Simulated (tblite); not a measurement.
# FGeH8NO2Si2: the cost of one run

Computed with tblite 0.8.0 and PySCF 2.14.0; each step states its level. No surroundings beyond the atoms listed, unless a continuum is named. Atoms count from 0, parts from 1.

### 1 The system as given

15 atoms, charge 0, multiplicity 1; geometry: distance geometry start.

### 2 Geometry optimisation with GFN2-xTB

Job settings and geometry (Å):

```
{"job": {"kind": "relax", "xc": "GFN2-xTB", "basis": "xTB"}, "charge": 0, "multiplicity": 1}
Si    -0.017143     0.669521     0.988217
N      1.548227     1.504611     0.704740
Si     1.463433     3.343670     0.529087
O     -0.652729     0.075369    -0.566698
Ge     0.321242     0.040000    -2.157692
O      0.262074    -0.707440     2.062342
F     -1.124898     1.711755     1.694288
H      2.237873     1.034318     0.114507
H      1.540660     3.935508     1.787223
H      0.210928     3.665777    -0.081692
H      2.534614     3.797364    -0.272707
H      1.610951     0.769574    -1.970470
H     -0.510840     0.702150    -3.249125
H      0.596153    -1.383592    -2.542457
H      0.869629    -1.455982     1.896702
```

Method: GFN2-xTB geometry optimisation, gas phase.

Launch:

```bash
$ OMP_NUM_THREADS=1 python cluster_run.py task.json out
```

One launch serves the whole session: the jobs run in the order shown.

**Question.** How long does this first job take on 1 thread of Arm Neoverse V1, shared host?

About 8.9 s.
